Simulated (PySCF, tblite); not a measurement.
# C6H12BN: geometry, infrared bands and NMR shifts

Wanted: the infrared bands and NMR shifts of C6H12BN (`C=C[C@H]1CCB(N)C1`), by calculation.

The runs use tblite 0.8.0 and PySCF 2.14.0, with density-fitted response routines of our own; the level of theory stands in each step. All values are computed, except where a source is named. Atoms are numbered from 0 throughout.

## Step 1: Starting geometry

20 atoms, charge 0, multiplicity 1; geometry from: force field or distance geometry start.

Bonds of the start (Å): C0–C1 1.33, C1–C2 1.50, C2–C3 1.52, C3–C4 1.52, C4–B5 1.59, B5–N6 1.52, B5–C7 1.59, C7–C2 1.54, C0–H8 1.09, C0–H9 1.07, C1–H10 1.10, C2–H11 1.12, C3–H12 1.13, C3–H13 1.12, C4–H14 1.11, C4–H15 1.11, N6–H16 1.05, N6–H17 1.04, C7–H18 1.11, C7–H19 1.11.

## Step 2: Relaxing the molecule with GFN2-xTB

The job: settings as JSON, then the geometry in Å.

```
{"job": {"kind": "relax", "xc": "GFN2-xTB", "basis": "xTB"}, "charge": 0, "multiplicity": 1}
C      2.909200     0.588800    -0.857100
C      2.145500    -0.025400     0.048500
C      0.710800    -0.366100    -0.206700
C      0.079900    -1.199900     0.902800
C     -1.429000    -0.993700     0.852200
B     -1.597300     0.422600     0.155800
N     -2.820200     0.707100    -0.700200
C     -0.160300     0.896500    -0.335100
H      2.488800     0.881300    -1.814000
H      3.938400     0.809200    -0.642200
H      2.607000    -0.320700     0.997800
H      0.633100    -0.949200    -1.155800
H      0.442100    -0.862100     1.915400
H      0.339200    -2.283500     0.786400
H     -1.880000    -0.983700     1.862600
H     -1.909500    -1.770600     0.226700
H     -3.657500     0.496800    -0.105600
H     -2.839000     1.726400    -0.882200
H     -0.201700     1.250000    -1.385600
H      0.195200     1.708700     0.333300
```

Command:

```
> OMP_NUM_THREADS=1 python probes_run.py task.json out
```

One launch serves the whole session: the jobs run in the order shown.

**Question.** This job is followed by: GFN2-xTB harmonic vibrations, gas phase; GIAO PBE0/pcSseg-1 NMR shielding, non-relativistic, gas phase. What will the session give for the following? strongest single infrared mode (GFN2-xTB); zero-point energy (GFN2-xTB); 13C shifts against TMS (PBE0/pcSseg-1); 1H shifts against TMS (PBE0/pcSseg-1, means over atoms taken as alike); 11B shifts against BF3·OEt2 (PBE0/pcSseg-1); 15N shifts against NH3 (PBE0/pcSseg-1); surface potential, 1st and 99th percentile.

As calculated:

```
                                                              quantity                                                                 value
                             strongest single infrared mode (GFN2-xTB)                                                  600 cm⁻¹, 194 km/mol
                                          zero-point energy (GFN2-xTB)                                                        108.3 kcal/mol
                                13C shifts against TMS (PBE0/pcSseg-1)                              156.7, 117.2, 52.4, 38.9, 30.0, 21.0 ppm
1H shifts against TMS (PBE0/pcSseg-1, means over atoms taken as alike)  6.00, 5.27, 5.07, 3.99, 2.26, 1.94, 1.20, 1.10, 0.98, 0.91, 0.60 ppm
                           11B shifts against BF3·OEt2 (PBE0/pcSseg-1)                                                              50.7 ppm
                                15N shifts against NH3 (PBE0/pcSseg-1)                                                              99.1 ppm
                                 surface potential, 1st and 99th percentile                                                    -0.91 V and 1.64 V
```

The optimisation took 116 steps and gained 1.007 eV; among the close pairs (by a distance rule), B5–N6 changed most, from 1.520 to 1.380 Å. All 54 modes are real, so the xTB geometry is a minimum. The strongest single mode, at 600 cm⁻¹, moves mainly H17 and H16. Unscaled tight-binding wavenumbers are off by several per cent, some by more. Its intensities can rank the bands wrongly. At PBE0/pcSseg-1: The largest span, 231 ppm, is at C1, where the paramagnetic term is -225 ppm.
